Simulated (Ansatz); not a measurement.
This script drives the Python package of Ansatz (0.2.0).

`alh5o2si.py`
```python
# -*- coding: utf-8 -*-
import ansatz as az


def energy_of(molecule, charge=0, unpaired=0):
    calc = molecule.calculation().basis(gaussian="aug-cc-pVDZ").functional("B3LYP")
    if charge:
        calc = calc.charge(charge)
    if unpaired:
        calc = calc.spin("collinear", total=unpaired)
    report = calc.run(threads=1, backend="cpu").report
    if report["published_state_doubts"]:
        print("  doubts:", report["published_state_doubts"])
    return report["free_energy_ev"]

def without(molecule, index):
    rest = az.Crystal.molecule()
    for i, site in enumerate(molecule.cartesian_sites):
        if i != index:
            rest = rest.atom(site.symbol, site.position_ang)
    return rest

geometry_ang = [
    ("O", (-0.2903, 1.8776, -1.242)),
    ("Al", (0.4285, 0.4825, -0.4152)),
    ("O", (2.208, 0.2096, -0.558)),
    ("Si", (-0.8289, -0.9964, 0.8295)),
    ("H", (-0.5808, 1.5752, -2.1688)),
    ("H", (2.6216, 0.7174, 0.2237)),
    ("H", (-0.7631, -2.3556, 0.267)),
    ("H", (-2.2667, -0.5504, 0.7748)),
    ("H", (-0.4397, -1.0062, 2.272)),
]
mol = az.Crystal.molecule()
for symbol, xyz in geometry_ang:
    mol = mol.atom(symbol, xyz)

whole = energy_of(mol, 0)
hydrogen = energy_of(az.Crystal.molecule().atom("H", (0, 0, 0)), 0, 1)
print(f"E(molecule) = {whole:.5f} eV, E(H) = {hydrogen:.5f} eV")
for index in [5, 8]:
    radical = energy_of(without(mol, index), 0, 1)
    print(f"H{index}: homolysis {23.060548 * (radical + hydrogen - whole):.1f} kcal/mol")
    anion = energy_of(without(mol, index), -1)
    print(f"H{index}: loss of a proton {23.060548 * (anion - whole):.1f} kcal/mol")
```

It is started by `python alh5o2si.py`. How long does it take on 1 thread of Intel(R) Xeon(R) 6975P-C (Granite Rapids), with other jobs on the host, and how much memory does it need?

It took about 32 s, with a peak of 0.63 GiB, for 6 runs of the engine.

`python alh5o2si.py` gives:
```text
E(molecule) = -18653.99398 eV, E(H) = -13.65079 eV
H5: homolysis 114.0 kcal/mol
H5: loss of a proton 369.4 kcal/mol
H8: homolysis 87.2 kcal/mol
H8: loss of a proton 359.6 kcal/mol
```

Caveats:
- Total energies depend on the basis set; only differences at equal settings carry meaning.
- The geometry is a force-field or estimated start, not a minimum of this method, and the basis set is short of its limit. All parts are taken at fixed geometry, without zero-point energy.
- b3lyp holds the VWN-RPA fit, as in Gaussian; the form of ORCA and Turbomole is b3lyp5.
